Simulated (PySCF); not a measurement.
# C4H2F3GeN: spin-spin couplings

Wanted: the spin-spin couplings of C4H2F3GeN (`N#C[C@@]1(F)C(F)=[C]1[GeH2][F]`), by calculation.

Computed with PySCF 2.14.0, with density-fitted response routines of our own, on a single molecule in the gas phase. Atoms count from 0, in the outputs and in this text.

## (1) The starting structure

11 atoms, charge 0, multiplicity 1; geometry from: GFN2-xTB.

Bonds of the start (Å): N0–C1 1.14, C1–C2 1.43, C2–F3 1.38, C2–C4 1.48, C4–F5 1.30, C4–C6 1.31, C6–Ge7 1.93, Ge7–F8 1.73, C6–C2 1.53, Ge7–H9 1.49, Ge7–H10 1.50.

## (2) Spin-spin couplings: B3LYP/pcSseg-1+pcJ-1

Job settings and geometry (Å):

```
{"job": {"kind": "j", "xc": "B3LYP", "basis": "pcJ-1"}, "charge": 0, "multiplicity": 1}
N     -2.456418     1.738893    -1.427756
C     -1.900830     1.197677    -0.587524
C     -1.190778     0.500184     0.434909
F     -1.227642     1.145927     1.655738
C     -1.013067    -0.966059     0.433918
F     -1.638071    -2.086594     0.648613
C      0.072334    -0.305609     0.123303
Ge     1.963145    -0.171729    -0.245688
F      2.445374    -1.823471    -0.425319
H      2.726425     0.319447     0.942230
H      2.224952     0.454006    -1.578389
```

With the program's defaults for keys left out, this is: B3LYP/pcJ-1 Ge:pcSseg-1 indirect spin-spin coupling, non-relativistic, gas phase.

Command:

```bash
$ OMP_NUM_THREADS=1 python probes_run.py task.json out
```

This one command runs all jobs of the session in turn.

Predict these results of the whole session: largest coupling of the table (B3LYP/pcSseg-1+pcJ-1).

As calculated:

```
                                            quantity                     value
largest coupling of the table (B3LYP/pcSseg-1+pcJ-1)  1J(C,F) C4–F5, -540.1 Hz
```

What this shows: In the run at B3LYP/pcSseg-1+pcJ-1, the largest coupling of the table is C4–F5, -540.1 Hz, of which the Fermi-contact term gives -491.4 Hz. Couplings across rotatable bonds belong to this one conformer; where others are populated, the observed values are averages. Density functionals describe couplings to fluorine poorly, F–F couplings above all, so those rows are rough. Spin-orbit coupling is left out, which matters for shieldings and couplings at and beside the heavy atoms.
